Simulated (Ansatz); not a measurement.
I need a ladder of methods at one geometry of BrClFHSi, SMILES F[SiH](Cl)Br. Use Ansatz 0.2.0, Python API. Level of theory (for the species named): r2SCAN, def2-SVP basis, multiplicity 1. The script varies functional: r2scan, blyp, revpbe, pbe0, lda.

```yaml
atoms:
  - { symbol: F, position_ang: [-1.4003, 0.7249, 0.3457] }
  - { symbol: Si, position_ang: [-0.0480, 0.1086, -0.0678] }
  - { symbol: Cl, position_ang: [1.2284, 0.2860, 1.4855] }
  - { symbol: Br, position_ang: [-0.2668, -2.0128, -0.5550] }
  - { symbol: H, position_ang: [0.5368, 0.8198, -1.2498] }
```

Script `methods_brclfhsi.py`:
```python
"""BrClFHSi at several levels of theory."""

from pathlib import Path

import ansatz as az
import numpy as np

geometry_ang = [
    ("F", (-1.4003, 0.7249, 0.3457)),
    ("Si", (-0.048, 0.1086, -0.0678)),
    ("Cl", (1.2284, 0.286, 1.4855)),
    ("Br", (-0.2668, -2.0128, -0.555)),
    ("H", (0.5368, 0.8198, -1.2498)),
]
geometry = az.Crystal.molecule()
for symbol, xyz in geometry_ang:
    geometry = geometry.atom(symbol, xyz)

calculation = geometry.calculation().basis(gaussian="def2-SVP")

print("functional    E (Ha)        dipole (D)   HOMO (eV)  LUMO (eV)")
for name in ["r2scan", "blyp", "revpbe", "pbe0", "lda"]:
    data = calculation.functional(name).forces().orbitals().run(threads=1, backend="cpu", runs_dir="runs").report
    lines = Path(data["orbitals_path"]).read_text().splitlines()
    field_of = lambda key: [line.split("=")[1].strip() for line in lines if line.startswith(key)]
    orbitals = [(27.211386 * float(e), s, float(n)) for e, s, n in zip(field_of("Ene="), field_of("Spin="), field_of("Occup="))]
    homo = max(e for e, _, n in orbitals if n > 0.5)
    lumo = min(e for e, _, n in orbitals if n < 0.5)
    dipole = 4.803205 * np.linalg.norm(data["charge_distribution"]["dipole_moment_e_ang"])
    print(f"{name:10s} {data['free_energy_ev'] / 27.211386246:14.6f} {dipole:9.3f} {homo:11.3f} {lumo:10.3f}")
```

```console
$ python methods_brclfhsi.py
functional    E (Ha)        dipole (D)   HOMO (eV)  LUMO (eV)
r2scan       -3423.714643     0.871      -7.958     -0.295
blyp         -3423.813377     0.734      -7.244     -0.404
revpbe       -3423.405687     0.768      -7.480     -0.495
pbe0         -3423.150680     0.902      -8.907      0.372
lda          -3416.966979     0.805      -7.619     -0.802
```

Reading the output:
- The settings weren't tested for convergence.
- The geometry is a force-field or estimated start, not a minimum of this method, and the basis set is short of its limit. A lower total doesn't mark the better method: functionals have no common bound, and MP2 and coupled cluster aren't variational.
- Levels such as HOMO and LUMO are orbital energies: with these approximate functionals they aren't the ionisation energy and electron affinity, and their gap isn't the fundamental gap.
- Timing: 12 s on 1 thread of Arm Neoverse V2, with other jobs on the host, peak memory 0.26 GiB.
